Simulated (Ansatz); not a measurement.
# C₃H₆Si: single points with varied inputs

How do the results and run time of C₃H₆Si respond when the settings are drawn wide?

Program: Ansatz 0.2.0, Gaussian basis. Level of theory: the settings change from run to run. These are calculated values, not measurements.

## 1. The molecule

An earlier PBE0-D4 in a triple-zeta def2 set relaxation fixed the geometry.

SMILES `C=C1C[SiH2]1`, 10 atoms, charge 0, spin multiplicity 1.

Atoms are counted from 1 here; the program's logs count them from 0.

Bond lengths: C1–C2 1.320 Å, C1–H5 1.088 Å, C1–H6 1.085 Å, C2–C3 1.508 Å, C2–Si4 1.817 Å, C3–Si4 1.868 Å, C3–H7 1.089 Å, C3–H8 1.089 Å, Si4–H9 1.479 Å, Si4–H10 1.479 Å. Angles: C2–C1–H5 121.7°, C2–C1–H6 121.5°, H5–C1–H6 116.8°, C1–C2–C3 136.8°, C1–C2–Si4 155.6°, C3–C2–Si4 67.6°, C2–C3–Si4 64.1°, C2–C3–H7 116.7°, C2–C3–H8 116.7°, Si4–C3–H7 119.3°, Si4–C3–H8 119.3°, H7–C3–H8 112.5°, C2–Si4–C3 48.3°, C2–Si4–H9 120.2°, C2–Si4–H10 120.2°, C3–Si4–H9 119.4°, C3–Si4–H10 119.4°, H9–Si4–H10 114.0°.

## 2. wB97X-V/6-31G

Set apart from the defaults: finite nuclei.

The input, in.yaml:

```yaml
crystal:
  periodic: [false, false, false]
  atoms:
    - {symbol: C, position_ang: [-1.602793, 0.350699, -0.643035]}
    - {symbol: C, position_ang: [-0.415016, 0.123422, -0.114244]}
    - {symbol: C, position_ang: [0.806294, -0.689383, -0.463347]}
    - {symbol: Si, position_ang: [0.905491, 0.293457, 1.122324]}
    - {symbol: H, position_ang: [-1.909914, -0.110739, -1.579724]}
    - {symbol: H, position_ang: [-2.320689, 1.007091, -0.161782]}
    - {symbol: H, position_ang: [1.379656, -0.363358, -1.329706]}
    - {symbol: H, position_ang: [0.704595, -1.772359, -0.413619]}
    - {symbol: H, position_ang: [0.804779, -0.410659, 2.419609]}
    - {symbol: H, position_ang: [1.730697, 1.520630, 1.166525]}
basis:
  gaussian: {orbitals: 6-31G, nuclear_model: gaussian}
hamiltonian: {xc: {name: wB97X-V}}
```

Started as:

```bash
> ansatz run in.yaml --threads 2 --pin off --events-out ev --progress --plain --max-ram 4352MiB
```

The log of the run:

```text
Functional definition: wB97X-V
  name "wB97X-V"
  cite "Mardirossian & Head-Gordon, Phys. Chem. Chem. Phys. 16, 9904 (2014) doi:10.1039/C3CP54374A"
  cite "Becke, J. Chem. Phys. 107, 8554 (1997) doi:10.1063/1.475007"
  cite "Vydrov & Van Voorhis, J. Chem. Phys. 133, 244103 (2010) doi:10.1063/1.3521275"
  parameter omega = 0.3/bohr
  parameter cx = 0.167
  parameter cx1 = 0.603
  parameter cx2 = 1.194
  parameter css0 = 0.556
  parameter css1 = -0.257
  parameter cos0 = 1.219
  parameter cos1 = -1.850
  parameter b = 6.0
  parameter c = 0.01
  exchange = spin_sum(e_x_unif_sr(omega)*poly(b97_u_x, 1 - cx, cx1, cx2)) + cx*exact_x_sr(omega) + exact_x_lr(omega)
  correlation = spin_sum(e_c_pw_same_spin*poly(b97_u_same, css0, css1))
      + integral(e_c_pw_opposite_spin*poly(b97_u_opposite, cos0, cos1)) + vv10(b, c)
713 factors; integrals over basis functions are off by at most 2.4e-4 eV
258 factors; integrals over basis functions are off by at most 3.3e-6 eV
mean field evaluation 1: about -11076.9947 eV, gradient 3.0e1 eV
mean field evaluation 2: about -11078.1775 eV, gradient 2.2e1 eV
mean field evaluation 4: about -11079.5015 eV, gradient 1.6e0 eV
mean field evaluation 8: about -11079.6396 eV, gradient 8.0e-2 eV
mean field evaluation 16: about -11079.6396 eV, gradient 1.3e-5 eV
mean field -11079.63962813 eV, -407.1692462843 hartree, gradient 1.3e-5 eV, S^2 0.000000; 0 other end points of the search recorded, 0 dependent functions left out
reference -11079.63962658 eV, -407.1692462272 hartree; 19, 19 occupied and 33, 33 virtual orbitals, 713 factors
Total energy: -11079.63962658 eV, -407.1692462272 hartree
```

Run time: 3.6 s. Hardware: 2 threads of Arm Neoverse V2, shared host.

## 3. PBE/def2-SVPD

This run has charge -1, multiplicity 2, relativity set to scalar.

Edit in.yaml of step 2 so:

```diff
@@ -14,3 +14,5 @@
 basis:
-  gaussian: {orbitals: 6-31G, nuclear_model: gaussian}
-hamiltonian: {xc: {name: wB97X-V}}
+  gaussian: {orbitals: def2-SVPD}
+total_charge: -1
+magnetization: {spin_polarized: true, initial_magnetization: 1}
+hamiltonian: {xc: {name: PBE}, pseudopotentials: {relativity: scalar}}
```

The command is unchanged.

The log of the run:

```text
Functional definition: PBE
  name "PBE"
  cite "Perdew, Burke & Ernzerhof, Phys. Rev. Lett. 77, 3865 (1996) doi:10.1103/PhysRevLett.77.3865"
  parent pbe
  parameter kappa = 0.804
  parameter beta = 0.06672455060314922
  exchange = pbe_x(kappa = kappa, mu = beta*pi^2/3)
  correlation = pbe_c(beta = beta)
1119 factors; their error is unknown
mean field evaluation 1: about -11077.8932 eV, gradient 3.7e1 eV
mean field evaluation 2: about -11001.1323 eV, gradient 1.0e2 eV
mean field evaluation 4: about -11083.7861 eV, gradient 1.8e1 eV
mean field evaluation 8: about -11085.9107 eV, gradient 4.6e-1 eV
mean field evaluation 16: about -11085.8628 eV, gradient 1.0e-2 eV
mean field evaluation 32: about -11085.8634 eV, gradient 2.6e-5 eV
mean field evaluation 64: about -11085.7622 eV, gradient 8.5e-1 eV
mean field -11085.86338326 eV, -407.3979650666 hartree, gradient 2.4e-6 eV, S^2 0.752063; 8 other end points of the search recorded, 0 dependent functions left out
reference -11085.86343931 eV, -407.3979671267 hartree; 20, 19 occupied and 112, 113 virtual orbitals, 1119 factors
Total energy: -11085.86343931 eV, -407.3979671267 hartree
Relativity: scalar
```

Wall time 17 s (2 threads of Arm Neoverse V2, shared host); peak memory 0.34 GiB.

⟨S²⟩ 0.752.

## 4. wB97X/cc-pVTZ-DK

This run has a grid of angular degree 47.

Edit in.yaml of step 3 so:

```diff
@@ -14,5 +14,4 @@
 basis:
-  gaussian: {orbitals: def2-SVPD}
-total_charge: -1
-magnetization: {spin_polarized: true, initial_magnetization: 1}
-hamiltonian: {xc: {name: PBE}, pseudopotentials: {relativity: scalar}}
+  gaussian: {orbitals: cc-pVTZ-DK, final_grid: {core_spheres: 20, valence_spheres: 16, degree: 47}}
+hamiltonian: {xc: {name: wB97X}}
+output: {forces: true}
```

The command is unchanged.

The log of the run, shortened:

```text
Functional definition: wB97X
  name "wB97X"
  cite "Chai & Head-Gordon, J. Chem. Phys. 128, 084106 (2008) doi:10.1063/1.2834918"
  cite "Becke, J. Chem. Phys. 107, 8554 (1997) doi:10.1063/1.475007"
[...]
  # The coefficients of nought are those of the uniform gas.
[...]
      + exact_x_lr(omega)
[...]
      + integral(e_c_pw_opposite_spin*poly(b97_u_opposite, 1, cos1, cos2, cos3, cos4))
1140 factors; their error is unknown
295 factors; integrals over basis functions are off by at most 1.0e-5 eV
[...]
mean field -11102.37707682 eV, -408.0048321118 hartree, gradient 6.1e-5 eV, S^2 0.000000; 0 other end points of the search recorded, 0 dependent functions left out
[...]
reference -11102.37704289 eV, -408.0048308646 hartree; 19, 19 occupied and 189, 189 virtual orbitals, 1140 factors
Total energy: -11102.37704289 eV, -408.0048308646 hartree
Relativity: scalar
Atom 0 at    -1.602793     0.350699    -0.643035 Å, force     0.051964    -0.029608     0.003286 eV/Å
Atom 1 at    -0.415016     0.123422    -0.114244 Å, force    -0.315846     0.125306    -0.040120 eV/Å
Atom 2 at     0.806294    -0.689383    -0.463347 Å, force     0.211781    -0.146957    -0.075971 eV/Å
Atom 3 at     0.905491     0.293457     1.122324 Å, force     0.066284     0.001261     0.054510 eV/Å
Atom 4 at    -1.909914    -0.110739    -1.579724 Å, force     0.034104     0.027740     0.065519 eV/Å
Atom 5 at    -2.320689     1.007091    -0.161782 Å, force     0.054650    -0.040444    -0.026828 eV/Å
Atom 6 at     1.379656    -0.363358    -1.329706 Å, force    -0.068531    -0.021807     0.069866 eV/Å
Atom 7 at     0.704595    -1.772359    -0.413619 Å, force    -0.012698     0.100336    -0.008843 eV/Å
Atom 8 at     0.804779    -0.410659     2.419609 Å, force     0.006472     0.028456    -0.043517 eV/Å
Atom 9 at     1.730697     1.520630     1.166525 Å, force    -0.028181    -0.044282     0.002099 eV/Å
Dipole moment:     0.043843    -0.013522     0.011404 e Å
```

Run time: 7.5 s. Hardware: 2 threads of Arm Neoverse V2, shared host; peak memory 0.56 GiB.

Largest force 0.342 eV/Å, dipole 0.23 D.

## 5. r2SCAN/def2-mTZVP

This run has charge +1, multiplicity 2, restricted open-shell orbitals, a grid of angular degree 11, D4 dispersion.

Edit in.yaml of step 4 so:

```diff
@@ -14,4 +14,6 @@
 basis:
-  gaussian: {orbitals: cc-pVTZ-DK, final_grid: {core_spheres: 20, valence_spheres: 16, degree: 47}}
-hamiltonian: {xc: {name: wB97X}}
+  gaussian: {orbitals: def2-mTZVP, final_grid: {core_spheres: 5, valence_spheres: 4, degree: 11}}
+total_charge: 1
+magnetization: {spin_polarized: false, initial_magnetization: 1}
+hamiltonian: {xc: {name: r2SCAN}, dispersion: d4}
 output: {forces: true}
```

Same command.

The log of the run, shortened:

```text
Functional definition: r2SCAN
  name "r2SCAN"
  cite "Furness, Kaplan, Ning, Perdew & Sun, J. Phys. Chem. Lett. 11, 8208 (2020) doi:10.1021/acs.jpclett.0c02405"
  cite "Furness, Kaplan, Ning, Perdew & Sun, J. Phys. Chem. Lett. 11, 9248 (2020) doi:10.1021/acs.jpclett.0c03077"
  parent r2scan
[...]
1030 factors; their error is unknown
[...]
mean field -11073.00758726 eV, -406.9255232779 hartree, gradient 7.0e-6 eV, S^2 0.750000; 8 other end points of the search recorded, 0 dependent functions left out
[...]
reference -11073.00759685 eV, -406.9255236302 hartree; 19, 18 occupied and 78, 79 virtual orbitals, 1030 factors
Total energy: -11073.04589784 eV, -406.9269311654 hartree
Atom 0 at    -1.602793     0.350699    -0.643035 Å, force     0.224058     0.977390     1.674947 eV/Å
Atom 1 at    -0.415016     0.123422    -0.114244 Å, force    -0.961004    -2.641418    -4.772423 eV/Å
Atom 2 at     0.806294    -0.689383    -0.463347 Å, force    -1.822549     0.551965    -0.510926 eV/Å
Atom 3 at     0.905491     0.293457     1.122324 Å, force     2.881661     0.580572     3.031168 eV/Å
Atom 4 at    -1.909914    -0.110739    -1.579724 Å, force     0.198577    -0.166989    -0.105553 eV/Å
Atom 5 at    -2.320689     1.007091    -0.161782 Å, force    -0.165804     0.039004    -0.070344 eV/Å
Atom 6 at     1.379656    -0.363358    -1.329706 Å, force     0.237950     0.635162     0.307800 eV/Å
Atom 7 at     0.704595    -1.772359    -0.413619 Å, force    -0.084182    -0.028639     0.741873 eV/Å
Atom 8 at     0.804779    -0.410659     2.419609 Å, force    -0.259677     0.013873    -0.139642 eV/Å
Atom 9 at     1.730697     1.520630     1.166525 Å, force    -0.249030     0.039080    -0.156901 eV/Å
Dipole moment:    -0.000653    -0.021934    -0.034631 e Å
```

It took 11 s on 2 threads of Arm Neoverse V2, shared host.

Largest force 5.539 eV/Å.

## 6. HSE06/def2-mTZVP

This run has D3(BJ) dispersion, high accuracy.

Edit in.yaml of step 5 so:

```diff
@@ -14,6 +14,4 @@
 basis:
-  gaussian: {orbitals: def2-mTZVP, final_grid: {core_spheres: 5, valence_spheres: 4, degree: 11}}
-total_charge: 1
-magnetization: {spin_polarized: false, initial_magnetization: 1}
-hamiltonian: {xc: {name: r2SCAN}, dispersion: d4}
-output: {forces: true}
+  gaussian: {orbitals: def2-mTZVP}
+hamiltonian: {xc: {name: HSE06}, dispersion: d3bj}
+accuracy: high
```

Same command.

The log of the run, shortened:

```text
Functional definition: HSE06
  name "HSE06"
  cite "Heyd, Scuseria & Ernzerhof, J. Chem. Phys. 118, 8207 (2003) doi:10.1063/1.1564060"
  cite "Krukau, Vydrov, Izmaylov & Scuseria, J. Chem. Phys. 125, 224106 (2006) doi:10.1063/1.2404663"
  cite "Heyd & Scuseria, J. Chem. Phys. 120, 7274 (2004) doi:10.1063/1.1668634"
  cite "Ernzerhof & Perdew, J. Chem. Phys. 109, 3313 (1998) doi:10.1063/1.476928"
  cite "Perdew, Burke & Ernzerhof, Phys. Rev. Lett. 77, 3865 (1996) doi:10.1103/PhysRevLett.77.3865"
  parent pbe
[...]
  # The whole range is PBE's own exchange, as in plane waves. The composition of these papers is wPBEh.
[...]
2052 factors; integrals over basis functions are off by at most 3.8e-9 eV
113 factors; integrals over basis functions are off by at most 1.8e-9 eV
[...]
mean field -11077.38817384 eV, -407.0865068654 hartree, gradient 4.7e-8 eV, S^2 0.000000; 0 other end points of the search recorded, 0 dependent functions left out
reference -11077.38817798 eV, -407.0865070172 hartree; 19, 19 occupied and 78, 78 virtual orbitals, 2052 factors
Total energy: -11077.52197723 eV, -407.0914240490 hartree
```

Wall time 3.9 s (2 threads of Arm Neoverse V2, shared host); peak memory 0.35 GiB.

## 7. LC-wPBE/pcseg-2

Edit in.yaml of step 6 so:

```diff
@@ -14,4 +14,3 @@
 basis:
-  gaussian: {orbitals: def2-mTZVP}
-hamiltonian: {xc: {name: HSE06}, dispersion: d3bj}
-accuracy: high
+  gaussian: {orbitals: pcseg-2}
+hamiltonian: {xc: {name: LC-wPBE}}
```

Launched as before.

The log of the run, shortened:

```text
Functional definition: LC-wPBE
  name "LC-wPBE"
  cite "Vydrov & Scuseria, J. Chem. Phys. 125, 234109 (2006) doi:10.1063/1.2409292"
  cite "Heyd & Scuseria, J. Chem. Phys. 120, 7274 (2004) doi:10.1063/1.1668634"
  cite "Ernzerhof & Perdew, J. Chem. Phys. 109, 3313 (1998) doi:10.1063/1.476928"
  cite "Perdew, Burke & Ernzerhof, Phys. Rev. Lett. 77, 3865 (1996) doi:10.1103/PhysRevLett.77.3865"
  parent pbe
[...]
1050 factors; their error is unknown
361 factors; integrals over basis functions are off by at most 2.7e-5 eV
[...]
mean field -11081.12650305 eV, -407.2238879297 hartree, gradient 5.9e-5 eV, S^2 0.000000; 0 other end points of the search recorded, 0 dependent functions left out
reference -11081.12650306 eV, -407.2238879300 hartree; 19, 19 occupied and 189, 189 virtual orbitals, 1050 factors
Total energy: -11081.12650306 eV, -407.2238879300 hartree
```

Run time: 2.4 s. Hardware: 2 threads of Arm Neoverse V2, shared host; peak memory 0.29 GiB.

## 8. B2PLYP/ANO-RCC-VTZP

This run has multiplicity 3, high accuracy.

Edit in.yaml of step 7 so:

```diff
@@ -14,3 +14,5 @@
 basis:
-  gaussian: {orbitals: pcseg-2}
-hamiltonian: {xc: {name: LC-wPBE}}
+  gaussian: {orbitals: ANO-RCC-VTZP}
+magnetization: {spin_polarized: true, initial_magnetization: 2}
+hamiltonian: {xc: {name: B2PLYP}}
+accuracy: high
```

Launched as before.

The log of the run, shortened:

```text
Functional definition: B2PLYP
  name "B2PLYP"
  cite "Grimme, J. Chem. Phys. 124, 034108 (2006) doi:10.1063/1.2148954"
  cite "Becke, Phys. Rev. A 38, 3098 (1988) doi:10.1103/PhysRevA.38.3098"
  cite "Lee, Yang & Parr, Phys. Rev. B 37, 785 (1988) doi:10.1103/PhysRevB.37.785"
[...]
3916 factors; integrals over basis functions are off by at most 3.4e-9 eV
[...]
mean field -11088.08923300 eV, -407.4797635359 hartree, gradient 2.5e-8 eV, S^2 2.013153; 3 other end points of the search recorded, 0 dependent functions left out
8 core orbitals not correlated: weight in the atoms' cores, before any rotation towards them, 1.000 or more for the frozen orbitals, at most 0.000 for the correlated occupied ones
reference -11088.08926485 eV, -407.4797647063 hartree; 12, 10 occupied and 188, 190 virtual orbitals, 3916 factors
second order -19.01580841 eV of doubles, -0.00000000 eV of singles
Total energy: -11093.22353312 eV, -407.6684455851 hartree
Relativity: scalar
```

Wall time 1.9 min (2 threads of Arm Neoverse V2, shared host); peak memory 1.7 GiB.

⟨S²⟩ 2.013.

## 9. wB97/def2-SVPD

Options: finite nuclei.

Edit in.yaml of step 8 so:

```diff
@@ -14,5 +14,3 @@
 basis:
-  gaussian: {orbitals: ANO-RCC-VTZP}
-magnetization: {spin_polarized: true, initial_magnetization: 2}
-hamiltonian: {xc: {name: B2PLYP}}
-accuracy: high
+  gaussian: {orbitals: def2-SVPD, nuclear_model: gaussian}
+hamiltonian: {xc: {name: wB97}}
```

Same command.

The log of the run, shortened:

```text
Functional definition: wB97
  name "wB97"
  cite "Chai & Head-Gordon, J. Chem. Phys. 128, 084106 (2008) doi:10.1063/1.2834918"
  cite "Becke, J. Chem. Phys. 107, 8554 (1997) doi:10.1063/1.475007"
[...]
  # The coefficients of nought are those of the uniform gas.
[...]
      + integral(e_c_pw_opposite_spin*poly(b97_u_opposite, 1, cos1, cos2, cos3, cos4))
1119 factors; their error is unknown
592 factors; integrals over basis functions are off by at most 1.2e-5 eV
[...]
mean field -11078.58996924 eV, -407.1306720317 hartree, gradient 1.1e-5 eV, S^2 0.000000; 0 other end points of the search recorded, 0 dependent functions left out
reference -11078.58995805 eV, -407.1306716203 hartree; 19, 19 occupied and 113, 113 virtual orbitals, 1119 factors
Total energy: -11078.58995805 eV, -407.1306716203 hartree
```

It took 4.3 s on 2 threads of Arm Neoverse V2, shared host; peak memory 0.26 GiB.

## 10. B2GP-PLYP/def2-SVP

This run has atoms shaken by 0.03 Å, density fitting with cc-pVTZ-jkfit, high accuracy.

The input, in.yaml:

```yaml
crystal:
  periodic: [false, false, false]
  atoms:
    - {symbol: C, position_ang: [-1.638482, 0.335750, -0.627453]}
    - {symbol: C, position_ang: [-0.384908, 0.126288, -0.136902]}
    - {symbol: C, position_ang: [0.792332, -0.662798, -0.429293]}
    - {symbol: Si, position_ang: [0.911626, 0.305582, 1.085295]}
    - {symbol: H, position_ang: [-1.910195, -0.135393, -1.554978]}
    - {symbol: H, position_ang: [-2.311064, 1.011574, -0.155607]}
    - {symbol: H, position_ang: [1.409371, -0.349210, -1.285855]}
    - {symbol: H, position_ang: [0.709044, -1.773343, -0.366210]}
    - {symbol: H, position_ang: [0.765335, -0.398981, 2.376404]}
    - {symbol: H, position_ang: [1.749141, 1.529958, 1.173536]}
basis:
  gaussian: {orbitals: def2-SVP, fitting: {mean_field: cc-pVTZ-jkfit}}
hamiltonian: {xc: {name: B2GP-PLYP}}
accuracy: high
output: {forces: true}
```

The command is unchanged.

The log of the run, shortened:

```text
Functional definition: B2GP-PLYP
  name "B2GP-PLYP"
  cite "Karton, Tarnopolsky, Lamère, Schatz & Martin, J. Phys. Chem. A 112, 12868 (2008) doi:10.1021/jp801805p"
  cite "Becke, Phys. Rev. A 38, 3098 (1988) doi:10.1103/PhysRevA.38.3098"
  cite "Lee, Yang & Parr, Phys. Rev. B 37, 785 (1988) doi:10.1103/PhysRevB.37.785"
[...]
538 factors; integrals over basis functions are off by at most 1.6e-1 eV
[...]
mean field -11064.04793891 eV, -406.5962622741 hartree, gradient 3.7e-8 eV, S^2 0.000000; 0 other end points of the search recorded, 0 dependent functions left out
8 core orbitals not correlated: weight in the atoms' cores, before any rotation towards them, 1.000 or more for the frozen orbitals, at most 0.000 for the correlated occupied ones
reference -11064.04795870 eV, -406.5962630010 hartree; 11, 11 occupied and 71, 71 virtual orbitals, 538 factors
[...]
Atom 0 at    -1.638482     0.335750    -0.627453 Å, force     2.677154    -0.623616     0.356673 eV/Å
Atom 1 at    -0.384908     0.126288    -0.136902 Å, force    -3.505917     1.281113    -0.360116 eV/Å
Atom 2 at     0.792332    -0.662798    -0.429293 Å, force     1.466021    -2.288426    -1.846886 eV/Å
Atom 3 at     0.911626     0.305582     1.085295 Å, force     0.608551     1.042897     2.147274 eV/Å
Atom 4 at    -1.910195    -0.135393    -1.554978 Å, force    -0.458194    -0.295498    -0.525839 eV/Å
Atom 5 at    -2.311064     1.011574    -0.155607 Å, force    -0.694160     0.571610     0.433153 eV/Å
Atom 6 at     1.409371    -0.349210    -1.285855 Å, force    -0.113783    -0.122083    -0.007129 eV/Å
Atom 7 at     0.709044    -1.773343    -0.366210 Å, force     0.043422     0.568630    -0.117587 eV/Å
Atom 8 at     0.765335    -0.398981     2.376404 Å, force     0.049155     0.043175     0.005103 eV/Å
Atom 9 at     1.749141     1.529958     1.173536 Å, force    -0.072249    -0.177802    -0.084645 eV/Å
Dipole moment:     0.049248    -0.023723    -0.030657 e Å
```

Wall time 9 s (2 threads of Arm Neoverse V2, shared host).

Largest force 3.750 eV/Å, dipole 0.30 D.

## 11. All runs side by side

| level | charge | multiplicity | geometry | functions | energy (eV) | time |
| --- | --- | --- | --- | --- | --- | --- |
| wB97X-V/6-31G | 0 | 1 | relaxed | 52 | -11079.640 | 3.6 s |
| PBE/def2-SVPD | -1 | 2 | relaxed | 132 | -11085.863 | 17 s |
| wB97X/cc-pVTZ-DK | 0 | 1 | relaxed | 208 | -11102.377 | 7.5 s |
| r2SCAN/def2-mTZVP | 1 | 2 | relaxed | 97 | -11073.046 | 11 s |
| HSE06/def2-mTZVP | 0 | 1 | relaxed | 97 | -11077.522 | 3.9 s |
| LC-wPBE/pcseg-2 | 0 | 1 | relaxed | 208 | -11081.127 | 2.4 s |
| B2PLYP/ANO-RCC-VTZP | 0 | 3 | relaxed | 208 | -11093.224 | 1.9 min |
| wB97/def2-SVPD | 0 | 1 | relaxed | 132 | -11078.590 | 4.3 s |
| B2GP-PLYP/def2-SVP | 0 | 1 | shaken | 90 | -11069.801 | 9 s |

## 12. Outcome

```
                                         quantity                         value
                                             runs                             9
                                         quickest        LC-wPBE/pcseg-2, 2.4 s
                                          slowest  B2PLYP/ANO-RCC-VTZP, 1.9 min
spread of total energies, same state and geometry                       24.9 eV
```

Run time spans a factor of 47, from LC-wPBE/pcseg-2 to B2PLYP/ANO-RCC-VTZP. The jobs differ in tasks and options as well as level. The totals spread over 25 eV; they can't be compared across methods or bases. Some of these runs are scalar-relativistic and others not, which shifts the totals of all-electron atoms past neon by eV; core potentials, where a basis has them, take the core out of the total altogether. At the PBE0-D4/def2-TZVP geometry and in the same state, runs without warnings or point charges leave forces up to 0.34 eV/Å (wB97X/cc-pVTZ-DK), against 3.7 eV/Å where the atoms were moved.
